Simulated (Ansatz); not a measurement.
# Cl2H4Sn: the cost of one run

All numbers below are computed with Ansatz 0.2.0 (RHF/def2-SVP).

## Step 1: Starting point

Bond lengths: Sn1–Cl2 2.760 Å, Sn1–Cl3 2.410 Å, Sn1–H4 1.739 Å, Sn1–H5 1.739 Å, Sn1–H6 2.040 Å. Angles: Cl2–Sn1–Cl3 109.4°, Cl2–Sn1–H4 109.5°, Cl2–Sn1–H5 109.5°, Cl2–Sn1–H6 71.6°, Cl3–Sn1–H4 109.5°, Cl3–Sn1–H5 109.5°, Cl3–Sn1–H6 67.1°, H4–Sn1–H5 109.5°, H4–Sn1–H6 72.9°, H5–Sn1–H6 176.5°.

Coordinates:

```xyz
7

Sn    0.0000    0.0000    0.0000
Cl    0.0000    0.0000    2.7600
Cl    2.2726    0.0000   -0.8025
H    -0.8195    1.4198   -0.5794
H    -0.8195   -1.4198   -0.5794
H     1.0699    1.6134    0.6433
H     0.8962    1.3515    1.6527
```

## Step 2: Pulling towards end A

Springs on the bonds that form and break draw the guess towards this end; the thresholds are loose.

File input.yaml:

```yaml
crystal:
  periodic: [false, false, false]
  atoms:
    - { symbol: Sn, position_ang: [0.0, 0.0, 0.0] }
    - { symbol: Cl, position_ang: [0.0, 0.0, 2.76] }
    - { symbol: Cl, position_ang: [2.2726, 0.0, -0.8025] }
    - { symbol: H, position_ang: [-0.8195, 1.4198, -0.5794] }
    - { symbol: H, position_ang: [-0.8195, -1.4198, -0.5794] }
    - { symbol: H, position_ang: [1.0699, 1.6134, 0.6433] }
    - { symbol: H, position_ang: [0.8962, 1.3515, 1.6527] }
basis:
  gaussian: { orbitals: def2-SVP }
hamiltonian:
  xc: hf
relax:
  f_tol: 0.15
  max_steps: 25
  restrain:
    - { distance: [0, 5], at: 2.94, k: 30.0 }
    - { distance: [6, 1], at: 2.57, k: 30.0 }
    - { distance: [0, 1], at: 2.41, k: 30.0 }
    - { distance: [6, 5], at: 0.66, k: 30.0 }
output:
  orbitals: {}
```

Started as:

```bash
$ ansatz run input.yaml --threads 1 --pin off --max-ram 2048MiB --backend cpu --events-out ev --progress --plain --runs-dir out
```

Q: Estimate wall time and peak memory on 1 thread of Arm Neoverse V2, shared host.

About 10 s, with a peak of 0.16 GiB.
